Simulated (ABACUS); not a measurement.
Crystal: Ta3AsAu2O13.

```
Ta As Au O
1.0
     5.45204    0.00000    0.00000
    -2.72602    4.72161    0.00000
     0.00000    0.00000    9.57902
Ta As Au O
3 1 2 13
Direct
  0.00000 0.00000 0.19408
  0.00000 0.00000 0.80592
  0.66667 0.33333 0.00000
  0.00000 0.00000 0.50000
  0.33333 0.66667 0.27428
  0.33333 0.66667 0.72572
  0.00000 0.00000 0.00000
  0.23947 0.97129 0.36402
  0.02871 0.26818 0.36402
  0.73182 0.76053 0.36402
  0.23947 0.97129 0.63598
  0.02871 0.26818 0.63598
  0.73182 0.76053 0.63598
  0.38452 0.33425 0.85844
  0.66575 0.05026 0.85844
  0.94974 0.61548 0.85844
  0.38452 0.33425 0.14156
  0.66575 0.05026 0.14156
  0.94974 0.61548 0.14156
```

The cell was built by a generator and needn't be a form met in nature.

Base run:

```yaml
Program: ABACUS 3.10.1
Functional: SOGGA
Potentials_or_basis: PseudoDojo NC SR 0.4.1 PBE standard
Cutoff: 1361 eV
Density_cutoff: 5442 eV
Basis: DZP LCAO (the cutoffs set its grid)
k_mesh: 6 × 6 × 3
Occupations: fermi-dirac, width 0.05 eV
Spin: no spin polarisation
```

Its results: band gap on the k mesh none (metal or under the smearing width); pressure -4.8 GPa; largest force 0.432 eV/Å.

Problem. After a change of settings the same cell gave: band gap on the k mesh none (metal or under the smearing width); pressure 5.2 GPa; largest force 0.502 eV/Å. Which change was it?
A. functional from SOGGA to RPBE
B. functional from SOGGA to PBE
C. functional from SOGGA to PBEsol
D. functional from SOGGA to PBE; cutoff from 1361 eV to 1143 eV; density cutoff from 5442 eV to 4572 eV; basis from DZP LCAO (the cutoffs set its grid) to plane waves

Solution. A.

RPBE binds less tightly than SOGGA, so the same cell stands under more pressure.

Caveats: the atomic orbitals were generated for these runs and aren't a published set; the potentials were made for another functional, which shifts forces and pressure; the basis of atomic orbitals isn't converged, which shifts pressures, moduli and gaps.
